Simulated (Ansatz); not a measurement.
Hf2Pd2Se2Br2O3:

```
Hf Pd Se Br O
1.0
     5.76069    0.00496   -0.00286
    -0.52750    5.84664    0.03413
    -1.48435   -0.92642    6.64586
Hf Pd Se Br O
2 2 2 2 3
Direct
  0.74540 0.39602 0.34989
  0.28763 0.45322 0.59401
  0.90854 0.13294 0.84849
  0.25249 0.90323 0.35874
  0.63469 0.40355 0.93716
  0.62597 0.78174 0.53023
  0.85273 0.99089 0.15355
  0.22526 0.82084 0.86223
  0.96040 0.28925 0.59026
  0.43233 0.24524 0.40864
  0.07457 0.58308 0.36682
```

The cell was built by a generator and needn't be a form met in nature.

Base run:

| Property | Result |
| --- | --- |
| Program | Ansatz 0.2.0 |
| Functional | PBE |
| Potentials or basis | Ansatz PAW |
| Cutoff | 420 eV (not typed: the program's choice for these potentials) |
| k mesh | 5 × 5 × 4 |
| Occupations | fermi-dirac, width 0.05 eV |
| Spin | no spin polarisation |
| Hubbard terms | Hf d U = 8 eV, Pd d U = 8 eV |

Its results: band gap on the k mesh 0.57 eV, indirect (least direct gap 0.61 eV); pressure 4.8 GPa; largest force 0.670 eV/Å.

**Question.** The run is repeated on the same cell with these changes: hubbard terms from Hf d U = 8 eV, Pd d U = 8 eV to Hf d U = 2 eV, Pd d U = 2 eV. What comes out?

**Answer.** Band gap on the k mesh 0.45 eV, indirect (least direct gap 0.58 eV); pressure 1.1 GPa; largest force 0.140 eV/Å.

Caveats: odd divisions of the mesh miss points on the zone boundary, where band edges often lie, so the gap on the mesh can be too wide; spin-orbit coupling is left out, which moves the levels of the heavy elements.

A k mesh can miss the band edges.
